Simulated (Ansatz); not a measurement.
# AlAsH4O (SMILES [AlH2][O][AsH2]): functionals against CCSD(T) at one geometry

One table from this session's results is given with a row withheld; the runs are named, their logs left out.

Method: single points in def2-TZVPP; program: Ansatz 0.2.0, Gaussian basis.

Cores are frozen in the correlated methods. Filled d shells of the heavier atoms are correlated.

## The system as given

SMILES `[AlH2][O][AsH2]`, 7 atoms, charge 0, spin multiplicity 1.

Atoms are counted from 1 here; the program's logs count them from 0.

Bond lengths: Al1–O2 1.748 Å, Al1–H4 1.649 Å, Al1–H5 1.709 Å, O2–As3 1.910 Å, As3–H6 1.511 Å, As3–H7 1.600 Å. Angles: O2–Al1–H4 118.9°, O2–Al1–H5 119.5°, H4–Al1–H5 121.6°, Al1–O2–As3 175.0°, O2–As3–H6 101.0°, O2–As3–H7 98.8°, H6–As3–H7 91.7°.

Geometry (Å):

```tsv
atom	x (Å)	y (Å)	z (Å)
Al1	-1.4679	0.4639	-0.6664
O2	0.1923	0.0503	-0.3096
As3	1.9555	-0.4477	0.2317
H4	-2.2629	-0.3763	-1.8415
H5	-2.2310	1.7158	0.2115
H6	2.1028	0.3547	1.5038
H7	1.5957	-1.7730	1.0524
```

The first run:

run/in.yaml

```yaml
crystal:
  periodic: [false, false, false]
  atoms:
    - {symbol: Al, position_ang: [-1.467900, 0.463900, -0.666400]}
    - {symbol: O, position_ang: [0.192300, 0.050300, -0.309600]}
    - {symbol: As, position_ang: [1.955500, -0.447700, 0.231700]}
    - {symbol: H, position_ang: [-2.262900, -0.376300, -1.841500]}
    - {symbol: H, position_ang: [-2.231000, 1.715800, 0.211500]}
    - {symbol: H, position_ang: [2.102800, 0.354700, 1.503800]}
    - {symbol: H, position_ang: [1.595700, -1.773000, 1.052400]}
basis:
  gaussian: {orbitals: def2-TZVPP}
correlation: {method: ccsd_t}
output: {forces: true}
```

The command line of these runs was not kept.

Among the steps run: CCSD(T)/def2-TZVPP; PBE0-D4/def2-TZVPP; wB97M-V/def2-TZVPP; r2SCAN-D4/def2-TZVPP; PBE-D4/def2-TZVPP; HSE06-D4/def2-TZVPP; B97M-V/def2-TZVPP.

One table of the session follows, with a row left open; its other results are not shown here.

| method | RMS force component (eV/Å) | angle to CCSD(T) forces (°) | dipole (D) |
| --- | --- | --- | --- |
| CCSD(T) | 0.764 | reference | 1.37 |
| PBE0-D4 | 0.764 | 5.1 | 1.26 |
| wB97M-V | 0.767 | 3.3 | 1.40 |
| r2SCAN-D4 | 0.733 | 5.8 | 1.25 |
| PBE-D4 | 0.644 | 15.5 | 1.23 |
| HSE06-D4 | ? | ? | ? |
| B97M-V | 0.770 | 8.5 | 1.41 |

**Question.** Estimate the row for HSE06-D4.

The run gave: RMS force component (eV/Å): 0.763; angle to CCSD(T) forces (°): 5.2; dipole (D): 1.25. In the column «RMS force component (eV/Å)» it lies between r2SCAN-D4 (0.733) and CCSD(T) (0.764).
